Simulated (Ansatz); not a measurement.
# GeH₅ (doublet): the correlation ladder at distance Ge1–H5 along a hydrogen transfer = 1.534 Å, cc-pVTZ

The task here is to estimate one member of a computed series from the others.

The runs use Ansatz 0.2.0, Gaussian basis; cc-pVTZ, core rule «outside noble gas», up to 14 orbitals frozen.

Plan: UHF; CCSD(T) on ROHF; CCSD(T) on UHF; BCCD(T) on ROHF; CCSDT(Q) on ROHF; CCSDT(Q) on UHF; CASSCF and NEVPT2, 3 electrons in 3 orbitals; CASSCF and NEVPT2, 9 electrons in 9 orbitals.

## The geometry

The geometry derives from fragments relaxed apart (PBE0/def2-TZVP) and kept rigid, so it is no stationary point. A hydrogen atom is moved between rigid fragments. No spin-orbit coupling is included. The filled d shell of Ge may be among the frozen orbitals whatever the setting's name suggests; the logs give the count.

6 atoms, charge 0, spin multiplicity 2.

Atoms are counted from 1 here; the program's logs count them from 0.

Bond lengths: Ge1–H2 1.534 Å, Ge1–H3 1.534 Å, Ge1–H4 1.534 Å, Ge1–H5 1.534 Å. Angles: H2–Ge1–H3 109.5°, H2–Ge1–H4 109.5°, H2–Ge1–H5 109.5°, H3–Ge1–H4 109.5°, H3–Ge1–H5 109.5°, H4–Ge1–H5 109.5°.

Set-up of the first run:

in.yaml

```yaml
crystal:
  periodic: [false, false, false]
  atoms:
    - {symbol: Ge, position_ang: [-0.037993, 0.000000, 0.000000]}
    - {symbol: H, position_ang: [-0.549442, 1.446599, 0.000000]}
    - {symbol: H, position_ang: [-0.549442, -0.723300, 1.252791]}
    - {symbol: H, position_ang: [-0.549442, -0.723299, -1.252792]}
    - {symbol: H, position_ang: [1.496357, 0.000000, 0.000000]}
    - {symbol: H, position_ang: [2.890007, 0.000000, 0.000000]}
basis:
  gaussian: {orbitals: cc-pVTZ}
magnetization: {spin_polarized: true, initial_magnetization: 1}
hamiltonian: {xc: hf}
output: {orbitals: {seedname: orbitals}}
```

Launch:

```console
> ansatz run in.yaml --threads 1 --pin off --events-out ev --progress --plain --max-ram 2816MiB --backend cpu
```

Among the steps run: UHF; CCSD(T) on ROHF; CCSD(T) on UHF; BCCD(T) on ROHF; CCSDT(Q) on ROHF; CCSDT(Q) on UHF; CASSCF and NEVPT2, 3 electrons in 3 orbitals; CASSCF and NEVPT2, 9 electrons in 9 orbitals.

One of the session's tables, all rows but one given; the rest of the session is left out.

| method | from UCCSDT(Q) (kcal/mol) |
| --- | --- |
| ROHF | +113.73 |
| UHF | +112.47 |
| RMP2 | +22.36 |
| UMP2 | +22.12 |
| RCCSD | +3.11 |
| UCCSD | +3.08 |
| RCCSD(T) | +0.55 |
| UCCSD(T) | +0.55 |
| BCCD(T) | +0.54 |
| RCCSDT | +0.08 |
| UCCSDT | +0.07 |
| RCCSDT(Q) | +0.01 |
| UCCSDT(Q) | 0 |
| CASSCF pair | ? |
| NEVPT2 pair | +22.73 |
| CASSCF valence | +76.40 |
| NEVPT2 valence | +21.70 |

Estimate the missing values for CASSCF pair.

The run gave: from UCCSDT(Q) (kcal/mol): +104.53. In the column «from UCCSDT(Q) (kcal/mol)» it lies between CASSCF valence (+76.40) and UHF (+112.47).

To keep in mind: Restricted and unrestricted rows rest on different reference determinants; where their highest levels disagree by more than a few hundredths of an eV, they describe different states and don't form one ladder.
